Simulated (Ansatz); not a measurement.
# KH8O4F: the cost of one run

All numbers below are computed with Ansatz 0.2.0 (DFT PBE+D3(BJ), plane waves, PAW, scalar-relativistic, no spin polarisation).

### Step 1. The starting structure

The cell holds 14 atoms (FH8KO4): a = 5.974 Å, b = 5.974 Å, c = 5.974 Å, α = 90.00°, β = 90.00°, γ = 90.00°.

Structure file:

```xyz
14
Lattice="5.9740 0.0000 0.0000 0.0000 5.9740 0.0000 0.0000 0.0000 5.9740" Properties=species:S:1:pos:R:3 pbc="T T T"
O     0.6958    4.6088    3.8165
H    -0.0648    4.6291    3.2171
H     0.9249    3.6694    3.8726
O     0.3247    0.3837    6.0035
H     1.2142    0.5185    6.3624
H     0.4798    0.1344    5.0805
O     1.2438    3.7217    0.3284
H     1.9952    3.6697    0.9373
H     1.3742    2.9708   -0.2693
O     3.3057    4.6525    2.6464
H     3.2876    5.0991    3.5056
H     2.8499    5.2675    2.0530
K     3.8879    1.9589    4.4236
F     0.4248    1.9089    1.6946
```

### Step 2. Relaxing the start

File input.yaml:

```yaml
accuracy: low
crystal:
  lattice:
    - [5.973961, 0.0, 0.0]
    - [0.0, 5.973961, 0.0]
    - [0.0, 0.0, 5.973961]
  atoms:
    - { symbol: O, position: [0.1164688, 0.7714801, 0.6388506] }
    - { symbol: H, position: [-0.0108457, 0.7748722, 0.5385211] }
    - { symbol: H, position: [0.1548292, 0.6142324, 0.6482395] }
    - { symbol: O, position: [0.0543587, 0.0642243, 1.0049527] }
    - { symbol: H, position: [0.2032486, 0.0867919, 1.0650277] }
    - { symbol: H, position: [0.0803126, 0.0225033, 0.8504463] }
    - { symbol: O, position: [0.2082049, 0.6229854, 0.0549695] }
    - { symbol: H, position: [0.3339821, 0.6142776, 0.1569047] }
    - { symbol: H, position: [0.2300251, 0.4972834, -0.0450774] }
    - { symbol: O, position: [0.5533443, 0.7787905, 0.4429843] }
    - { symbol: H, position: [0.5503209, 0.8535517, 0.586818] }
    - { symbol: H, position: [0.4770609, 0.8817497, 0.3436528] }
    - { symbol: K, position: [0.6508093, 0.3279031, 0.7404825] }
    - { symbol: F, position: [0.0711161, 0.3195444, 0.2836561] }
basis:
  ecutwfc: 420.0
kpoints:
  mp_grid: { grid: [1, 1, 1] }
hamiltonian:
  xc: pbe
  dispersion: d3bj
scf:
  occupations: { method: fermi_dirac, width: 0.05 }
  lower_state_search: "off"
relax:
  f_tol: 0.3
  max_steps: 15
  adjacent_minimum: "off"
output:
  write_density: true
  write_potential: true
  elf: true
  volumetric_format: npy
```

Launch:

```bash
$ ansatz run input.yaml --threads 1 --pin off --max-ram 3072MiB --backend cpu --events-out ev --progress --plain --runs-dir out
```

What time and memory should one allow on 1 thread of Arm Neoverse V2, shared host?

About 20 s, with a peak of 0.34 GiB.
